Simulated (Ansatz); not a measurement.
# CH2BClS: the cost of one run

Program: Ansatz 0.2.0, Gaussian basis. Level of theory: unrestricted cation, the program's frozen cores in correlated methods. These are calculated values, not measurements.

Levels to be run: UKS PBE-D4/def2-TZVPP; UKS r2SCAN-D4/def2-TZVPP; UKS PBE0-D4/def2-TZVPP; UKS B3LYP-D4/def2-TZVPP; UKS wB97X-V/def2-TZVPP; UKS wB97M-V/def2-TZVPP; UKS B2PLYP/def2-TZVPP; UHF-CCSD(T)/def2-TZVPP; UHF-MP2/def2-QZVPP; extrapolation to the limit; then −ε(HOMO) from the neutral's earlier runs with LDA (SPW92), PBE-D4, revPBE-D4, BLYP-D4, r2SCAN-D4, B97M-V, PBE0-D4, B3LYP-D4, r2SCANh-D4, r2SCAN0-D4, HSE06-D4, BHLYP-D4, CAM-B3LYP-D4, LC-ωPBE, ωB97X-V, ωB97M-V.

## (1) The geometry

All runs share one geometry, relaxed beforehand with PBE0-D4/def2-TZVP.

6 atoms, charge 0, spin multiplicity 1.

Atoms are counted from 1 here; the program's logs count them from 0.

Bond lengths: Cl1–B2 1.716 Å, B2–C3 1.525 Å, B2–S4 1.738 Å, C3–S4 1.880 Å, C3–H5 1.086 Å, C3–H6 1.086 Å. Angles: Cl1–B2–C3 146.3°, Cl1–B2–S4 143.7°, C3–B2–S4 70.0°, B2–C3–S4 60.4°, B2–C3–H5 121.3°, B2–C3–H6 121.3°, S4–C3–H5 113.8°, S4–C3–H6 113.8°, H5–C3–H6 113.8°, B2–S4–C3 49.7°.

## (2) Cation, UKS PBE-D4/def2-TZVPP

in.yaml reads:

```yaml
crystal:
  periodic: [false, false, false]
  atoms:
    - {symbol: Cl, position_ang: [-0.987478, -2.236699, 0.270914]}
    - {symbol: B, position_ang: [-0.518723, -0.625566, -0.088137]}
    - {symbol: C, position_ang: [0.521474, 0.469280, 0.120331]}
    - {symbol: S, position_ang: [-0.980427, 0.806908, -0.958134]}
    - {symbol: H, position_ang: [1.460989, 0.465422, -0.424989]}
    - {symbol: H, position_ang: [0.546366, 1.056654, 1.033813]}
basis:
  gaussian: {orbitals: def2-TZVPP}
total_charge: 1
magnetization: {spin_polarized: true, initial_magnetization: 1}
hamiltonian: {xc: pbe, dispersion: d4}
```

Launch:

```
> ansatz run in.yaml --threads 2 --pin off --events-out ev --progress --plain --max-ram 4352MiB
```

Q: Estimate wall time and peak memory on 2 threads of Intel Xeon Platinum 8375C at 2.90GHz, shared host.

About 14 s, with a peak of 0.41 GiB.
